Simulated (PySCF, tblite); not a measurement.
# C2H6B3BrSi: geometry, infrared bands and NMR shifts

What infrared bands and NMR shifts should C2H6B3BrSi (`B[Si@H](BBr)BC#C`) show?

Computed with tblite 0.8.0 and PySCF 2.14.0, with density-fitted response routines of our own, on a single molecule in the gas phase. Atoms count from 0, in the outputs and in this text.

**1. The molecule as given**

13 atoms, charge 0, multiplicity 1; geometry from: force field or distance geometry start.

Bonds of the start (Å): B0–Si1 1.94, Si1–B2 1.95, B2–Br3 1.98, Si1–B4 1.94, B4–C5 1.52, C5–C6 1.21, B0–H7 1.18, B0–H8 1.18, Si1–H9 1.46, B2–H10 1.18, B4–H11 1.18, C6–H12 1.06.

**2. Relaxing the molecule with GFN2-xTB**

The job: settings as JSON, then the geometry in Å.

```
{"job": {"kind": "relax", "xc": "GFN2-xTB", "basis": "xTB"}, "charge": 0, "multiplicity": 1}
B     -1.476700     1.209500     1.026100
Si    -0.931700     0.436000    -0.668200
B     -1.329300    -1.469400    -0.677900
Br    -0.853000    -2.579000     0.894100
B      0.980500     0.695300    -0.878300
C      1.946600    -0.112300    -0.018100
C      2.711700    -0.745600     0.666100
H     -1.192300     0.646400     2.024600
H     -1.552200     2.386100     1.092300
H     -1.645100     1.094300    -1.754200
H     -1.370800    -2.003800    -1.734600
H      1.335700     1.750400    -1.271300
H      3.372100    -1.307400     1.282000
```

Run with:

```
$ OMP_NUM_THREADS=1 python probes_run.py task.json out
```

The driver reads the jobs from task.json and runs them one after another.

**Question.** This job is followed by: GFN2-xTB harmonic vibrations, gas phase; GIAO PBE0/pcSseg-1 NMR shielding, non-relativistic, gas phase. Predict these results of the whole session: strongest single infrared mode (GFN2-xTB); zero-point energy (GFN2-xTB); 13C shifts against TMS (PBE0/pcSseg-1); 1H shifts against TMS (PBE0/pcSseg-1, means over atoms taken as alike); 11B shifts against BF3·OEt2 (PBE0/pcSseg-1); 29Si shifts against TMS (PBE0/pcSseg-1); 79Br shifts against HBr (PBE0/pcSseg-1); surface potential, 1st and 99th percentile.

The runs gave:

| quantity | value |
| --- | --- |
| strongest single infrared mode (GFN2-xTB) | 2058 cm⁻¹, 532 km/mol |
| zero-point energy (GFN2-xTB) | 45.2 kcal/mol |
| 13C shifts against TMS (PBE0/pcSseg-1) | 178.8, 102.4 ppm |
| 1H shifts against TMS (PBE0/pcSseg-1, means over atoms taken as alike) | 10.34, 9.48, 8.83, 7.97, 5.06 ppm |
| 11B shifts against BF3·OEt2 (PBE0/pcSseg-1) | 113.4, 102.2, 89.3 ppm |
| 29Si shifts against TMS (PBE0/pcSseg-1) | -36.5 ppm |
| 79Br shifts against HBr (PBE0/pcSseg-1) | 913 ppm |
| surface potential, 1st and 99th percentile | -0.60 V and 1.73 V |

**Reading.** The optimisation took 78 steps and gained 0.518 eV; among the close pairs (by a distance rule), B2–Br3 changed most, from 1.982 to 1.871 Å. All 33 modes are real, so the xTB geometry is a minimum. The strongest single mode, at 2058 cm⁻¹, moves mainly H9. Unscaled tight-binding wavenumbers are off by several per cent, some by more. Its intensities can rank the bands wrongly. At PBE0/pcSseg-1: The largest span, 2090 ppm, is at Br3, where the paramagnetic term is -1417 ppm. By nearest atom (PBE0/pcSseg-1), the HOMO sits on Br3 31 %; C6 14 % and the LUMO on B4 34 %; B0 18 %. Spin-orbit coupling is left out, which matters for shieldings and couplings at and beside the heavy atoms.
